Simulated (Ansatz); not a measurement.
# CH₆B₄, SMILES BB1BBC1: a single point in a Gaussian basis

With Ansatz's Python interface.

The script reads `ch6b4.xyz`:
```text
11

B     0.53900    1.83130   -0.94940
B     0.10850    0.47900   -0.15370
B    -0.17160    0.01840    1.42850
B    -0.35590   -1.54360    0.91450
C    -0.17380   -1.01710   -0.54530
H     0.65160    2.89650   -0.36290
H     0.62560    1.86700   -2.13320
H    -0.08040    0.58040    2.48230
H    -0.69740   -2.57610    1.45190
H    -1.07990   -1.10180   -1.13920
H     0.69970   -1.49110   -0.97280
```

Typed at the interpreter:
```pycon
>>> from pathlib import Path
>>> import json
>>> import ansatz as az
>>> import numpy as np
>>> ch6b4 = az.Crystal.molecule_from_extxyz("ch6b4.xyz")
>>> base = ch6b4.calculation()
>>> base = base.basis(gaussian="def2-SVPD")
>>> base = base.functional("PBE0")
>>> base = base.forces()
>>> base = base.orbitals()
>>> result = base.run(threads=1, runs_dir="ch6b4_runs")
>>> summary = result.report
>>> summary["reference_energy_ev"]
-3825.713794266429
>>> summary["n_occupied"], summary["n_virtual"]
([16, 16], [132, 132])
>>> for key in ("converged", "free_energy_ev", "reference_energy_ev", "n_frozen", "n_occupied", "n_virtual"):
...     print(f"{key:22s} {summary[key]}")
...
converged              True
free_energy_ev         -3825.713794266429
reference_energy_ev    -3825.713794266429
n_frozen               0
n_occupied             [16, 16]
n_virtual              [132, 132]
>>> field = summary["mean_field"]
>>> print("<S^2> =", round(abs(field["state"]["spin_squared"]), 4), " all-electron relativity setting:", field["relativity"])
<S^2> = 0.0  all-electron relativity setting: none
>>> print("passes:", field["passes"])
passes: {'evaluations': 16, 'products': 17}
>>> if "symmetry" in field:
...     print("occupied orbitals by irrep:", field["symmetry"]["occupied"])
...
occupied orbitals by irrep: [{'A': 16}, {'A': 16}]
>>> symbols = [site.symbol for site in ch6b4.cartesian_sites]
>>> print("forces (eV/A)")
forces (eV/A)
>>> for symbol, f in zip(symbols, summary["forces_ev_ang"]):
...     print(f"  {symbol:2s} {f[0]:9.4f} {f[1]:9.4f} {f[2]:9.4f}")
...
  B     0.3332    2.0804   -0.7829
  B    -0.6315   -1.3477    0.4160
  B     0.3935    1.6954    2.9345
  B    -0.9346   -1.0577    0.3481
  C     0.3734   -0.1703    0.2121
  H     0.1693   -0.2147   -0.1755
  H     0.1322    0.1629   -0.6022
  H    -0.1261    0.1898    0.4080
  H     0.2000   -0.1895   -0.4633
  H    -0.3154   -0.5076   -0.9723
  H     0.4060   -0.6410   -1.3226
>>> charges = summary["charge_distribution"]
>>> print("dipole moment", round(4.803205 * float(np.linalg.norm(charges["dipole_moment_e_ang"])), 3), "D")
dipole moment 1.09 D
>>> print("Mulliken:", [(s, round(q, 3)) for s, q in zip(symbols, charges["mulliken_charges_e"])])
Mulliken: [('B', -1.123), ('B', 0.223), ('B', -0.055), ('B', -0.4), ('C', 0.015), ('H', 0.268), ('H', 0.421), ('H', 0.486), ('H', 0.392), ('H', -0.146), ('H', -0.08)]
>>> lines = Path(summary["orbitals_path"]).read_text().splitlines()
>>> field_of = lambda key: [line.split("=")[1].strip() for line in lines if line.startswith(key)]
>>> orbitals = [(27.211386 * float(e), s, float(n)) for e, s, n in zip(field_of("Ene="), field_of("Spin="), field_of("Occup="))]
>>> homo = max(e for e, _, n in orbitals if n > 0.5)
>>> lumo = min(e for e, _, n in orbitals if n < 0.5)
>>> for e, spin, n in sorted(orbitals):
...     if homo - 6 < e < lumo + 5:
...         print(f"{spin:6s} {e:10.3f} eV  occupation {n:.0f}")
...
Alpha     -12.393 eV  occupation 2
Alpha     -12.291 eV  occupation 2
Alpha     -11.277 eV  occupation 2
Alpha     -10.200 eV  occupation 2
Alpha      -9.843 eV  occupation 2
Alpha      -8.251 eV  occupation 2
Alpha      -6.912 eV  occupation 2
Alpha      -6.660 eV  occupation 2
Alpha      -4.238 eV  occupation 0
Alpha      -2.740 eV  occupation 0
Alpha       0.009 eV  occupation 0
Alpha       0.483 eV  occupation 0
>>> with open("ch6b4.json", "w") as handle:
...     json.dump({k: summary[k] for k in ("free_energy_ev", "reference_energy_ev", "n_occupied", "n_virtual")}, handle, indent=1)
...
```

File `ch6b4.json` afterwards:
```json
{
 "free_energy_ev": -3825.713794266429,
 "reference_energy_ev": -3825.713794266429,
 "n_occupied": [
  16,
  16
 ],
 "n_virtual": [
  132,
  132
 ]
}
```

What to keep in mind:
- Total energies depend on the basis set; only differences at equal settings carry meaning.
- The geometry is a force-field or estimated start, not a minimum of this method, and the basis set is short of its limit.
- Alpha marks a spatial orbital of a restricted run, filled by both spins.
- Levels such as HOMO and LUMO are orbital energies: with these approximate functionals they aren't the ionisation energy and electron affinity, and their gap isn't the fundamental gap.
- Mulliken charges are unreliable in a basis with diffuse functions.
- Finished in 7.3 s on 1 thread of Arm Neoverse V2, on a shared host, peak memory 0.36 GiB.
